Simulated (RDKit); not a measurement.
# CH8FPSi2 (SMILES FC[SiH2]P[SiH3]): levels of theory compared

We compute a comparison of 3 runs (MMFF94, UFF, extended Hückel) of CH8FPSi2. 

The results are computed with RDKit 2026.09.1.

1 further run of the same task is left out (set aside as unsound or not needed).

### 1 The system as given

CH8FPSi2 has 13 atoms, charge 0, and is taken as a singlet. As SMILES, `FC[SiH2]P[SiH3]`. The shape is that of a GFN2-xTB optimisation. This is one conformer, not always the lowest.

Bond lengths: F1–C2 1.379 Å, C2–Si3 1.920 Å, Si3–P4 2.226 Å, P4–Si5 2.237 Å, C2–H6 1.092 Å, C2–H7 1.093 Å, Si3–H8 1.470 Å, Si3–H9 1.465 Å, P4–H10 1.384 Å, Si5–H11 1.463 Å, Si5–H12 1.461 Å, Si5–H13 1.468 Å. Some angles: F1–C2–Si3 110.1°, C2–Si3–P4 107.3°, Si3–P4–Si5 102.6°, F1–C2–H6 106.5°, F1–C2–H7 106.3°, Si3–C2–H6 112.4°, Si3–C2–H7 112.7°, C2–Si3–H8 105.4°, C2–Si3–H9 109.2°, P4–Si3–H8 117.1°.

### 2 A single-point energy at MMFF94 (run 1)

Contents of mol.xyz:

```xyz
13

F     -0.619280     2.338610    -0.412690
C     -0.597520     1.686940     0.802070
Si    -1.288650    -0.093340     0.607320
P     -0.515440    -0.897480    -1.318880
Si     1.690660    -0.982070    -0.959950
H     -1.193180     2.291530     1.489040
H      0.442390     1.702170     1.139350
H     -0.895070    -0.802010     1.834020
H     -2.750310    -0.037310     0.526880
H     -0.768050    -2.218280    -0.991980
H      2.245400    -1.877560    -1.974480
H      2.207760     0.375240    -1.114590
H      2.041280    -1.486440     0.373900
```

Contents of job.py:

```python
import json
import numpy as np
from rdkit import Chem
from rdkit.Chem import AllChem
from rdkit.Chem import rdDetermineBonds

mol = Chem.MolFromXYZFile("mol.xyz")
rdDetermineBonds.DetermineBonds(mol, charge=0)
print("perceived SMILES:", Chem.MolToSmiles(Chem.RemoveHs(mol)))
symbols = [a.GetSymbol() for a in mol.GetAtoms()]
start = mol.GetConformer().GetPositions().copy()

props = AllChem.MMFFGetMoleculeProperties(mol, mmffVariant="MMFF94")
ff = AllChem.MMFFGetMoleculeForceField(mol, props)
e = ff.CalcEnergy()
g = np.array(ff.CalcGrad()).reshape(-1, 3)
print(f"MMFF94 energy {e:.5f} kcal/mol, gradient norm {np.linalg.norm(g):.4f} kcal/mol/angstrom")
print("atom  type  charge   gradient")
for i, a in enumerate(symbols):
    print(f"{a:<2}{i + 1:<3} {props.GetMMFFAtomType(i):4d} {props.GetMMFFPartialCharge(i):8.4f}  " + " ".join(f"{c:9.4f}" for c in g[i]))
names = ["Bond", "Angle", "StretchBend", "Oop", "Torsion", "VdW", "Ele"]
terms = []
for name in names:
    for other in names:
        getattr(props, f"SetMMFF{other}Term")(other == name)
    terms.append(AllChem.MMFFGetMoleculeForceField(mol, props).CalcEnergy())
    print(f"{name:<12} {terms[-1]:11.5f} kcal/mol")
json.dump(dict(symbols=symbols, start=start.tolist(), energy=e, gradient=g.tolist(), charges_other=[props.GetMMFFPartialCharge(i) for i in range(len(symbols))], atom_types=[str(props.GetMMFFAtomType(i)) for i in range(len(symbols))], energy_term_names=names, energy_terms=terms), open("results.json", "w"))
```

Started as:

```
$ python job.py
```

Standard output:

```text
perceived SMILES: FC[SiH2]P[SiH3]
MMFF94 energy -15.16119 kcal/mol, gradient norm 52.3818 kcal/mol/angstrom
atom  type  charge   gradient
F 1     11  -0.3400     2.4540    8.3261   -7.5995
C 2      1   0.2595     3.4794    0.3011   11.8313
Si3     19   0.7165   -23.2476  -31.8043    5.8289
P 4     26  -0.5680    -5.5863   -2.8427   -3.1875
Si5     19   0.8360    17.2543   -3.9775   -2.4240
H 6      5   0.0000     2.1894    3.4999   -2.6216
H 7      5   0.0000     0.4231    4.5774   -1.3567
H 8      5  -0.2000    -1.8897    8.0831   -0.8678
H 9      5  -0.2000     7.1314    1.1649    0.3149
H 10    71   0.0960     2.8753   13.6023    0.0178
H 11     5  -0.2000    -3.6203    3.7435    4.8296
H 12     5  -0.2000    -3.3924   -6.6377    0.5065
H 13     5  -0.2000     1.9293    1.9639   -5.2720
Bond             2.11552 kcal/mol
Angle            1.66015 kcal/mol
StretchBend     -0.28035 kcal/mol
Oop              0.00000 kcal/mol
Torsion          0.68928 kcal/mol
VdW             -0.08827 kcal/mol
Ele            -19.25753 kcal/mol
```

Run time: 0.16 s. Hardware: 1 thread of Arm Neoverse V2, shared host.

### 3 The energy at UFF (run 2)

mol.xyz is that of step 2.

Contents of ff.py:

```python
# UFF energy with RDKit
import json
import numpy as np
from rdkit import Chem
from rdkit.Chem import AllChem
from rdkit.Chem import rdDetermineBonds

molecule = Chem.MolFromXYZFile("mol.xyz")
rdDetermineBonds.DetermineBonds(molecule, charge=0)
print("perceived SMILES:", Chem.MolToSmiles(Chem.RemoveHs(molecule)))
symbols = [a.GetSymbol() for a in molecule.GetAtoms()]
start = molecule.GetConformer().GetPositions().copy()

ff = AllChem.UFFGetMoleculeForceField(molecule)
e = ff.CalcEnergy()
g = np.array(ff.CalcGrad()).reshape(-1, 3)
print(f"UFF energy {e:.5f} kcal/mol, gradient norm {np.linalg.norm(g):.4f} kcal/mol/angstrom")
json.dump(dict(symbols=symbols, start=start.tolist(), energy=e, gradient=g.tolist()), open("results.json", "w"))
```

Started as:

```
$ python ff.py
```

Standard output:

```text
perceived SMILES: FC[SiH2]P[SiH3]
UFF energy 5.07753 kcal/mol, gradient norm 66.4307 kcal/mol/angstrom
```

Wall time 0.14 s (1 thread of Arm Neoverse V2, shared host).

### 4 The charge distribution at extended Hückel (run 3)

mol.xyz is that of step 3.

Contents of run.py:

```python
import json
import numpy as np
from rdkit import Chem
from rdkit.Chem import AllChem
from rdkit.Chem import rdDetermineBonds
from rdkit.Chem import rdEHTTools

mol = Chem.MolFromXYZFile("mol.xyz")
symbols = [a.GetSymbol() for a in mol.GetAtoms()]
start = mol.GetConformer().GetPositions().copy()

ok, res = rdEHTTools.RunMol(mol, keepOverlapAndHamiltonianMatrices=True)
if not ok:
    raise RuntimeError("the extended Hueckel run failed")
eps = np.array(res.GetOrbitalEnergies())
nel = res.numElectrons
homo = (nel + 1) // 2 - 1
print(f"{res.numOrbitals} orbitals, {nel} valence electrons, sum of one-electron energies {res.totalEnergy:.4f} eV")
for i in range(max(0, homo - 8), min(len(eps), homo + 4)):
    print(f"{i + 1:4d} {eps[i]:10.4f} eV", "(HOMO)" if i == homo else "(LUMO)" if i == homo + 1 else "")
q = np.array(res.GetAtomicCharges())
print("Mulliken charges:", " ".join(f"{a}{i + 1}={c:+.3f}" for i, (a, c) in enumerate(zip(symbols, q))))
op = res.GetReducedOverlapPopulationMatrix()
pairs = [(k, i, op[i * (i + 1) // 2 + k]) for i in range(len(symbols)) for k in range(i) if abs(op[i * (i + 1) // 2 + k]) > 0.1]
print("reduced overlap populations above 0.1")
for k, i, p in pairs:
    print(f"  {symbols[k]}{k + 1}-{symbols[i]}{i + 1} {p:7.3f}")
json.dump(dict(symbols=symbols, start=start.tolist(), energy=res.totalEnergy * 23.060548, homo=eps[homo], lumo=eps[homo + 1] if homo + 1 < len(eps) else None, orbital_energies=eps.round(4).tolist(), charges_mulliken=q.tolist(), bond_orders=[[k + 1, i + 1, round(p, 4)] for k, i, p in pairs], nel=nel), open("results.json", "w"))
```

Started as:

```
$ python run.py
```

Standard output:

```text
28 orbitals, 32 valence electrons, sum of one-electron energies -596.6273 eV
   8   -17.7308 eV
   9   -16.5303 eV
  10   -15.5553 eV
  11   -15.2041 eV
  12   -14.9260 eV
  13   -14.7359 eV
  14   -13.7932 eV
  15   -13.3606 eV
  16   -12.8197 eV (HOMO)
  17     1.0821 eV (LUMO)
  18     3.3646 eV
  19     4.3521 eV
Mulliken charges: F1=-0.604 C2=+0.248 Si3=+1.054 P4=-0.506 Si5=+0.930 H6=+0.014 H7=+0.016 H8=-0.262 H9=-0.255 H10=+0.086 H11=-0.237 H12=-0.231 H13=-0.254
reduced overlap populations above 0.1
  F1-C2   0.443
  C2-Si3   0.663
  Si3-P4   0.830
  P4-Si5   0.821
  C2-H6   0.795
  C2-H7   0.795
  Si3-H8   0.727
  Si3-H9   0.729
  P4-H10   0.785
  Si5-H11   0.730
  Si5-H12   0.734
  Si5-H13   0.726
```

Wall time 0.14 s (1 thread of Arm Neoverse V2, shared host).

Atomic charges (e):

```tsv
atom	Mulliken
F1	-0.604
C2	+0.248
Si3	+1.054
P4	-0.506
Si5	+0.930
H6	+0.014
H7	+0.016
H8	-0.262
H9	-0.255
H10	+0.086
H11	-0.237
H12	-0.231
H13	-0.254
```

### 5 The series

```tsv
run	level	task	energy (Eh)	largest force (eV/Å)	wall time
1	MMFF94	energy	-0.024161	1.727	0.16 s
2	UFF	energy	0.008092	1.626	0.14 s
3	extended Hückel	properties	-21.925650	–	0.14 s
```

### 6 Outcome

| quantity | value |
| --- | --- |
| run 3: sum of orbital energies | -21.92565 Eh |
| run 3: HOMO energy | -12.82 eV |
| run 3: LUMO energy | 1.08 eV |
| run 3: HOMO–LUMO gap | 13.90 eV |

Force-field and semi-empirical energies have zeros of their own, so their totals don't compare. All runs together took 0.44 s, the longest 0.16 s.
